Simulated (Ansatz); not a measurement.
# C2H8BFGeSi: the cost of one run

Program: Ansatz 0.2.0. Level of theory: RHF/def2-SVP. These are calculated values, not measurements.

1 further run of the same task is left out (it didn't finish).

### 1 The system as given

Bond lengths: B1–C2 1.548 Å, C2–C3 1.536 Å, C3–Si4 1.974 Å, C2–Ge5 1.952 Å, Si4–Ge5 2.280 Å, Ge5–F6 1.763 Å, B1–H7 1.185 Å, B1–H8 1.210 Å, C2–H9 1.131 Å, C3–H10 1.114 Å, C3–H11 1.079 Å, Si4–H12 1.479 Å, Si4–H13 1.397 Å, Ge5–H14 1.591 Å. Angles (14 of 27 angles, heavy atoms first): B1–C2–C3 111.0°, B1–C2–Ge5 110.3°, C3–C2–Ge5 102.4°, C2–C3–Si4 99.5°, C3–Si4–Ge5 79.5°, C2–Ge5–Si4 78.6°, C2–Ge5–F6 113.7°, Si4–Ge5–F6 111.9°, B1–C2–H9 113.1°, C3–C2–H9 111.4°, Ge5–C2–H9 108.1°, C2–B1–H7 123.8°, C2–B1–H8 120.3°, C2–C3–H10 111.8°.

As a file:

```xyz
14

B    -1.3431    0.8621   -1.1778
C    -0.8760    0.1159    0.0950
C    -0.2376   -1.2347   -0.2614
Si    1.5791   -0.9323    0.4480
Ge    0.6055    1.0716    0.9336
F     1.2595    2.3765   -0.0559
H    -0.6209    1.1653   -2.0674
H    -2.4854    1.2510   -1.2721
H    -1.6971   -0.0054    0.8639
H    -0.6990   -2.0735    0.3082
H    -0.1527   -1.4418   -1.3172
H     1.7922   -1.7457    1.6653
H     2.4874   -0.8316   -0.6085
H     0.3750    1.3933    2.4750
```

### 2 End point A

input.yaml

```yaml
crystal:
  periodic: [false, false, false]
  atoms:
    - { symbol: B, position_ang: [-1.3431, 0.8621, -1.1778] }
    - { symbol: C, position_ang: [-0.876, 0.1159, 0.095] }
    - { symbol: C, position_ang: [-0.2376, -1.2347, -0.2614] }
    - { symbol: Si, position_ang: [1.5791, -0.9323, 0.448] }
    - { symbol: Ge, position_ang: [0.6055, 1.0716, 0.9336] }
    - { symbol: F, position_ang: [1.2595, 2.3765, -0.0559] }
    - { symbol: H, position_ang: [-0.6209, 1.1653, -2.0674] }
    - { symbol: H, position_ang: [-2.4854, 1.251, -1.2721] }
    - { symbol: H, position_ang: [-1.6971, -0.0054, 0.8639] }
    - { symbol: H, position_ang: [-0.699, -2.0735, 0.3082] }
    - { symbol: H, position_ang: [-0.1527, -1.4418, -1.3172] }
    - { symbol: H, position_ang: [1.7922, -1.7457, 1.6653] }
    - { symbol: H, position_ang: [2.4874, -0.8316, -0.6085] }
    - { symbol: H, position_ang: [0.375, 1.3933, 2.475] }
basis:
  gaussian: { orbitals: def2-SVP }
hamiltonian:
  xc: hf
relax:
  f_tol: 0.02
  max_steps: 50
output:
  orbitals: {}
```

The run is started by

```console
$ ansatz run input.yaml --threads 2 --pin off --max-ram 3072MiB --backend cpu --events-out ev --progress --plain --runs-dir out
```

Q: Estimate wall time and peak memory on 2 threads of Arm Neoverse V1, shared host.

About 65 s, with a peak of 0.44 GiB.
